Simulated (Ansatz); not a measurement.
# ScPd: strong compression

An exercise on one series of results from a longer session: the logs are not shown, and one member is left open.

Method: DFT, PBEsol, PAW with Ansatz's default frozen-core files, scalar-relativistic, in Ansatz 0.2.0.

### The system as given

It takes space group Pm-3m (No. 221, cubic). The conventional cell has a = 3.283 Å, b = 3.283 Å, c = 3.283 Å, α = 90.00°, β = 90.00°, γ = 90.00°. Sc (site symmetry m-3m) is surrounded by 8 Pd at 2.84 Å. Pd (site symmetry m-3m) has 8 Sc at 2.84 Å as nearest neighbours.

Coordinates:

```
Sc Pd
1.0
     3.28300    0.00000    0.00000
     0.00000    3.28300    0.00000
     0.00000    0.00000    3.28300
Sc Pd
1 1
Cartesian
  1.6415 1.6415 1.6415
  0.0000 0.0000 0.0000
```

Whether this phase is the stable one at these pressures isn't tested.

Atoms are numbered in the order of the input: Sc1, Pd2.

Set-up of the first run:

input.yaml

```yaml
crystal:
  lattice:
    - [3.283, 0.0, 0.0]
    - [0.0, 3.283, 0.0]
    - [0.0, 0.0, 3.283]
  atoms:
    - { symbol: Sc, position: [0.5, 0.5, 0.5] }
    - { symbol: Pd, position: [0.0, 0.0, 0.0] }
kpoints:
  mp_grid: { grid: [11, 11, 11] }
scf:
  occupations: { method: fermi_dirac, width: 0.05 }
hamiltonian:
  xc: pbesol
  pseudopotentials: { kind: paw }
output:
  forces: true
  stress: true
  write_density: true
  write_potential: true
  elf: true
  volumetric_format: npy
relax:
  f_tol: 0.01
  max_steps: 30
```

On the command line:

```sh
> ansatz run input.yaml --threads 1 --pin off --max-ram 2048MiB --backend cpu --events-out ev --progress --plain --runs-dir out
```

Steps of the session up to this table: Atoms relaxed at the given volume, PAW; Volume scaled by 1, PAW; Atoms relaxed at 0.75 of the volume, PAW; Volume scaled by 0.75, PAW; Atoms relaxed at 0.6 of the volume, PAW; Volume scaled by 0.6, PAW; Atoms relaxed at 0.5 of the volume, PAW; Volume scaled by 0.5, PAW.

One table of the session follows, with a row left open; its other results are not shown here.

| method | volume over the first | volume (Å³/atom) | pressure (GPa) |
| --- | --- | --- | --- |
| PAW | 1 | 17.692 | -1.97 |
| PAW | 0.75 | 13.269 | 59.53 |
| PAW | 0.6 | 10.615 | 170.02 |
| PAW | 0.5 | ? | ? |

Q: Estimate the row for PAW, 0.5 from the others.

**Answer.** volume (Å³/atom): 8.846; pressure (GPa): 332.39. In the column «volume (Å³/atom)» it is the lowest.

Caveats from the session: Warnings in the runs' records: stress scf threshold loose.
